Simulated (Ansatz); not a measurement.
# C2H6IIn: the cost of one run

Program: Ansatz 0.2.0, Gaussian basis. Level of theory: the settings change from run to run. These are calculated values, not measurements.

## 1. The relaxed structure

An earlier PBE0-D4 in a triple-zeta def2 set relaxation fixed the geometry. In, I take a core potential in def2 sets; no spin-orbit term is included.

10 atoms, charge 0, spin multiplicity 1.

Atoms are counted from 1 here; the program's logs count them from 0.

Bond lengths: C1–In2 2.139 Å, C1–H5 1.090 Å, C1–H6 1.090 Å, C1–H7 1.092 Å, In2–C3 2.139 Å, In2–I4 2.705 Å, C3–H8 1.091 Å, C3–H9 1.090 Å, C3–H10 1.090 Å. Angles: In2–C1–H5 111.7°, In2–C1–H6 109.0°, In2–C1–H7 108.7°, H5–C1–H6 109.9°, H5–C1–H7 109.2°, H6–C1–H7 108.4°, C1–In2–C3 136.7°, C1–In2–I4 111.7°, C3–In2–I4 111.6°, In2–C3–H8 108.6°, In2–C3–H9 108.9°, In2–C3–H10 111.7°, H8–C3–H9 108.3°, H8–C3–H10 109.2°, H9–C3–H10 109.9°.

## 2. B97M-V/def2-SVPD

The input, in.yaml:

```yaml
crystal:
  periodic: [false, false, false]
  atoms:
    - {symbol: C, position_ang: [-0.587474, 1.811348, -0.653023]}
    - {symbol: In, position_ang: [-0.265711, -0.259185, -0.220933]}
    - {symbol: C, position_ang: [1.073365, -1.406116, 0.990946]}
    - {symbol: I, position_ang: [-2.029850, -1.840449, -1.526763]}
    - {symbol: H, position_ang: [0.261594, 2.422621, -0.347810]}
    - {symbol: H, position_ang: [-0.763206, 1.926955, -1.722522]}
    - {symbol: H, position_ang: [-1.479585, 2.144717, -0.119682]}
    - {symbol: H, position_ang: [0.525224, -1.782156, 1.856617]}
    - {symbol: H, position_ang: [1.429842, -2.259263, 0.413599]}
    - {symbol: H, position_ang: [1.919002, -0.809572, 1.332571]}
basis:
  gaussian: {orbitals: def2-SVPD}
hamiltonian: {xc: {name: B97M-V}}
```

Started as:

```console
$ ansatz run in.yaml --threads 4 --pin off --events-out ev --progress --plain --max-ram 10444MiB
```

**Question.** How long does this run take on 4 threads of AMD EPYC 7B13, shared host, and how much memory does it need?

About 5.5 s, with a peak of 0.33 GiB.
